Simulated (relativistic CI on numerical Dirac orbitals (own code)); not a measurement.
# Ions with 64 electrons, Lu⁷⁺ to Ir¹³⁺: levels along an isoelectronic sequence

Aim: follow the lowest levels of 64-electron ions as the nuclear charge grows, with one list of configurations.

The numbers are computed with relativistic CI on numerical Dirac orbitals (own code) version 4 (Dirac-Coulomb-Breit CI, KLI orbitals optimised for each configuration, model QED (radiative potential, 1s self-energy scaled to tabulated hydrogen-like ionisation energies)), except any that are marked as measured or tabulated.

## (1) What is computed

```
electrons      : 64
ions           : Lu⁷⁺, Hf⁸⁺, Ta⁹⁺, W¹⁰⁺, Re¹¹⁺, Os¹²⁺, Ir¹³⁺
configurations : [Kr] 4d10 4f14 5s2 5p2; [Kr] 4d10 4f13 5s2 5p3; [Kr] 4d10 4f14 5s 5p3; [Kr] 4d10 4f14 5s2 5p 5d; [Xe] 4f10; [Xe] 4f9 6s; [Kr] 4d10 4f14 5s 5p2 5d
```

## (2) Lu⁷⁺ (Z = 71)

Settings of the run:

```ini
atom Lu  Z=71  charge=7  electrons=64
nucleus A=175  rms_radius_fm=5.3700
hamiltonian dirac-coulomb  breit=on  qed=on  c_scale=1
orbitals kli  potential=per-configuration
slater_scale 1
correlation none
mixing on
configurations
  [Kr] 4d10 4f14 5s2 5p2
  [Kr] 4d10 4f13 5s2 5p3
  [Kr] 4d10 4f14 5s 5p3
  [Kr] 4d10 4f14 5s2 5p 5d
  [Xe] 4f10
  [Xe] 4f9 6s
  [Kr] 4d10 4f14 5s 5p2 5d
end
```

Started as:

```sh
> python run_levels.py task.json out
```

One command runs all members of the session, one after another, from task.json.

## (3) Hf⁸⁺ (Z = 72)

Changes to the settings of step 2:

```diff
@@ -1,3 +1,3 @@
-atom Lu  Z=71  charge=7  electrons=64
-nucleus A=175  rms_radius_fm=5.3700
+atom Hf  Z=72  charge=8  electrons=64
+nucleus A=180  rms_radius_fm=5.3470
 hamiltonian dirac-coulomb  breit=on  qed=on  c_scale=1
```

## (4) Ta⁹⁺ (Z = 73)

Changes to the settings of step 3:

```diff
@@ -1,3 +1,3 @@
-atom Hf  Z=72  charge=8  electrons=64
-nucleus A=180  rms_radius_fm=5.3470
+atom Ta  Z=73  charge=9  electrons=64
+nucleus A=181  rms_radius_fm=5.3507
 hamiltonian dirac-coulomb  breit=on  qed=on  c_scale=1
```

## (5) W¹⁰⁺ (Z = 74)

Changes to the settings of step 4:

```diff
@@ -1,3 +1,3 @@
-atom Ta  Z=73  charge=9  electrons=64
-nucleus A=181  rms_radius_fm=5.3507
+atom W  Z=74  charge=10  electrons=64
+nucleus A=184  rms_radius_fm=5.3658
 hamiltonian dirac-coulomb  breit=on  qed=on  c_scale=1
```

## (6) Re¹¹⁺ (Z = 75)

Changes to the settings of step 5:

```diff
@@ -1,3 +1,3 @@
-atom W  Z=74  charge=10  electrons=64
-nucleus A=184  rms_radius_fm=5.3658
+atom Re  Z=75  charge=11  electrons=64
+nucleus A=187  rms_radius_fm=5.3698
 hamiltonian dirac-coulomb  breit=on  qed=on  c_scale=1
```

## (7) Os¹²⁺ (Z = 76)

Changes to the settings of step 6:

```diff
@@ -1,3 +1,3 @@
-atom Re  Z=75  charge=11  electrons=64
-nucleus A=187  rms_radius_fm=5.3698
+atom Os  Z=76  charge=12  electrons=64
+nucleus A=192  rms_radius_fm=5.4126
 hamiltonian dirac-coulomb  breit=on  qed=on  c_scale=1
```

## (8) Ir¹³⁺ (Z = 77)

Changes to the settings of step 7:

```diff
@@ -1,3 +1,3 @@
-atom Os  Z=76  charge=12  electrons=64
-nucleus A=192  rms_radius_fm=5.4126
+atom Ir  Z=77  charge=13  electrons=64
+nucleus A=193  rms_radius_fm=5.4032
 hamiltonian dirac-coulomb  breit=on  qed=on  c_scale=1
```

(Steps that only read results are left out.)

**Question.** What will these runs give? Wanted: lowest level, first ion; lowest level, last ion; changes of the lowest level; mean jj purity of the low levels.

**Answer**, as computed:

| quantity | value |
| --- | --- |
| lowest level, first ion | 4f10 5s2 5p6 5I8 |
| lowest level, last ion | 5p2 [5p1/2^2] J=0 |
| changes of the lowest level | at Hf⁸⁺, at W¹⁰⁺ |
| mean jj purity of the low levels | 53 to 97 % |

The lowest level changes from 4f10 5s2 5p6 5I8 to 4f13 5s2 5p3 [4f7/2^7 5p3/2] J=5 at Hf⁸⁺, and again later. The low levels move towards jj coupling (LS purity 79 to 58 %). Only the listed configurations are in the model, so lower levels can be missing.
